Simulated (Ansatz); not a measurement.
# WC (Qusongite): the cost of one run

Method: DFT PBEsol, scalar-relativistic, plane waves, PAW, in Ansatz 0.2.0.

1 further run of the same task is left out (set aside as unsound or not needed).

## Step 1: The system as given

The structure is hexagonal, space group P-6m2 (No. 187). The conventional cell has a = 2.898 Å, b = 2.898 Å, c = 2.828 Å, α = 90.00°, β = 90.00°, γ = 120.00°. Around W (site symmetry -6m2) lie 6 C at 2.19 Å. Around C (site symmetry -6m2) lie 6 W at 2.19 Å.

Structure file:

```cif
data_structure
_symmetry_space_group_name_H-M 'P-6m2'
_symmetry_Int_Tables_number 187
_cell_length_a 2.8984
_cell_length_b 2.8984
_cell_length_c 2.8278
_cell_angle_alpha 90.000
_cell_angle_beta 90.000
_cell_angle_gamma 120.000
_cell_volume 20.57
loop_
_atom_site_label
_atom_site_type_symbol
_atom_site_symmetry_multiplicity
_atom_site_Wyckoff_symbol
_atom_site_fract_x
_atom_site_fract_y
_atom_site_fract_z
_atom_site_occupancy
W1 W 1 a 0.00000 0.00000 0.00000 1
C1 C 1 f 0.66667 0.33333 0.50000 1
```

This cell was relaxed beforehand with the same method: volume 10.29 Å³/atom, gap on the mesh none (metal).

## Step 2: The bulk in the cell of the plane

input.yaml reads:

```yaml
crystal:
  lattice:
    - [2.8984102022, 0.0, 0.0]
    - [-1.4492051011, 3.781127398, 0.0]
    - [0.0, -2.1148026191, 1.8772181564]
  atoms:
    - { symbol: W, position: [0.0, 0.0, 0.0] }
    - { symbol: C, position: [0.3333333333, 0.6666666667, 0.1666666667] }
basis:
  ecutwfc: 420
kpoints:
  mp_grid: { grid: [13, 9, 18] }
hamiltonian:
  xc: pbesol
scf:
  occupations: { method: gaussian, width: 0.1 }
output:
  forces: true
  stress: true
  eigenvalues: true
```

Launch:

```console
$ ansatz run input.yaml --threads 1 --pin off --max-ram 2560MiB --backend cpu --events-out ev --progress --plain --runs-dir out
```

Q: Estimate wall time and peak memory on 1 thread of Intel Xeon at 2.70GHz, shared host.

About 12 s, with a peak of 0.5 GiB.
